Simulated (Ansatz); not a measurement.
# Si5O: the cost of one run

Program: Ansatz 0.2.0. Level of theory: DFT PBE, scalar-relativistic, plane waves, PAW. These are calculated values, not measurements.

## Step 1: Starting point

It takes space group P4/mmm (No. 123, tetragonal). Conventional cell: a = 2.772 Å, b = 2.772 Å, c = 11.742 Å, α = 90.00°, β = 90.00°, γ = 90.00°. Si (site symmetry 4mm) has 12 Si at 2.70 to 2.77 Å in its first shell of neighbours. Si (site symmetry 4mm) is surrounded by 8 Si at 2.70 to 2.77 Å and 4 O at 2.85 Å. Around Si (site symmetry 4/mmm) lie 12 Si at 2.76 to 2.77 Å. Around O (site symmetry 4/mmm) lie 4 O at 2.77 Å and 8 Si at 2.85 Å.

Structure file:

```
CELL_PARAMETERS angstrom
2.77208 0.00000 0.00000
0.00000 2.77208 0.00000
0.00000 0.00000 11.74242
ATOMIC_POSITIONS crystal
Si 0.50000 0.50000 0.33448
Si 0.50000 0.50000 0.66552
Si 0.00000 0.00000 0.17599
Si 0.00000 0.00000 0.82401
Si 0.00000 0.00000 0.50000
O 0.50000 0.50000 0.00000
```

Recipe of the guess: species swapped into a database cell of Hf5Pb (P4/mmm, No. 123), with Si on the Hf sites and O on the Pb sites. Lengths come from tabulated atomic sizes and are only a guess.

## Step 2: Probe: one point on a coarse mesh

input.yaml

```yaml
crystal:
  lattice:
    - [2.77207569, 0.0, 0.0]
    - [0.0, 2.77207569, 0.0]
    - [0.0, 0.0, 11.74242335]
  atoms:
    - { symbol: Si, position: [0.5, 0.5, 0.33448228] }
    - { symbol: Si, position: [0.5, 0.5, 0.66551772] }
    - { symbol: Si, position: [0.0, 0.0, 0.1759868] }
    - { symbol: Si, position: [0.0, 0.0, 0.8240132] }
    - { symbol: Si, position: [0.0, 0.0, 0.5] }
    - { symbol: O, position: [0.5, 0.5, 0.0] }
basis:
  ecutwfc: 420
kpoints:
  mp_grid: { grid: [6, 6, 2] }
hamiltonian:
  xc: pbe
scf:
  occupations: { method: gaussian, width: 0.1 }
  lower_state_search: "off"
output:
  forces: true
  stress: true
  eigenvalues: true
```

Started as:

```console
$ ansatz run input.yaml --threads 1 --pin off --max-ram 2560MiB --backend cpu --events-out ev --progress --plain --runs-dir out
```

Q: Estimate wall time and peak memory on 1 thread of Intel Xeon at 2.50GHz (Skylake/Cascade Lake), shared host.

About 4.8 s, with a peak of 0.34 GiB.
